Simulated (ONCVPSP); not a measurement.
# Co: the cost of one run

The numbers are computed with ONCVPSP 4.0.1.1 (patched build) (PBEsol, scalar-relativistic, spin-unpolarised reference atom).

### 1 Settings

The settings as typed:

- element: cobalt (Co, Z = 27)
- type: optimised norm-conserving Vanderbilt (ONCV)
- frozen core: [Ne]
- valence charge: 17
- reference configuration: 3s2 3p6 3d7 4s2
- partial waves: 3s+4s: rc 1.35 bohr, ncon 4, nbas 7, qcut 8 1/bohr, 2 projectors; 3p: rc 0.90 bohr, ncon 4, nbas 8, qcut 10.4 1/bohr, 2 projectors, debl 4 Ha; 3d: rc 1.30 bohr, ncon 4, nbas 9, qcut 12.7 1/bohr, 2 projectors, debl 2.1 Ha
- local potential: polynomial inside 0.65 bohr (lpopt 5, dvloc0 0 Ha)
- core correction: not asked for

An earlier all-electron run gives the scale for the radii.

All-electron outer shells of the reference configuration (PBEsol, scalar-relativistic, ld1.x):

```tsv
shell	level (eV)	outermost node (bohr)	outermost maximum (bohr)
2p	-769.45	–	0.17
3s	-102.14	0.31	0.66
3p	-65.51	0.28	0.68
3d	-8.23	–	0.66
4s	-5.49	0.96	2.32
4p	-1.25	1.05	3.21
```

### 2 Generation

Contents of Co.dat:

```
# ATOM AND REFERENCE CONFIGURATION
# atsym  z   nc   nv     iexc    psfile
  Co 27.00    3    4  -116133      upf
#
#   n    l    f
    1    0    2.00
    2    0    2.00
    2    1    6.00
    3    0    2.00
    3    1    6.00
    3    2    7.00
    4    0    2.00
#
# PSEUDOPOTENTIAL AND OPTIMIZATION
# lmax
    2
#
#   l,   rc,      ep,       ncon, nbas, qcut
    0    1.35    0.00    4    7    8.00
    1    0.90    0.00    4    8   10.40
    2    1.30    0.00    4    9   12.70
#
# LOCAL POTENTIAL
# lloc, lpopt,  rc(5),   dvloc0
    4    5    0.65    0.00
#
# VANDERBILT-KLEINMAN-BYLANDER PROJECTORs
# l, nproj, debl
    0    2    1.40
    1    2    4.00
    2    2    2.10
#
# MODEL CORE CHARGE
# icmod, fcfact, rcfact
    0    0.00    0.00
#
# LOG DERIVATIVE ANALYSIS
# epsh1, epsh2, depsh
   -5.00    5.00    0.04
#
# OUTPUT GRID
# rlmax, drl
    6.00    0.01
#
# TEST CONFIGURATIONS
# ncnf
    4
# nvcnf
#   n    l    f
    4
    3    0    2.00
    3    1    6.00
    3    2    7.00
    4    0    1.00
#
    4
    3    0    2.00
    3    1    6.00
    3    2    7.00
    4    0    0.00
#
    4
    3    0    2.00
    3    1    6.00
    3    2    6.00
    4    0    0.00
#
    4
    3    0    2.00
    3    1    6.00
    3    2    7.50
    4    0    1.50
#
```

Run with:

```
$ oncvpsp.x < Co.dat > Co.out
```

**Question.** How long does this run take on 1 thread of Intel Xeon 6975P-C, shared host?

About 3 s.
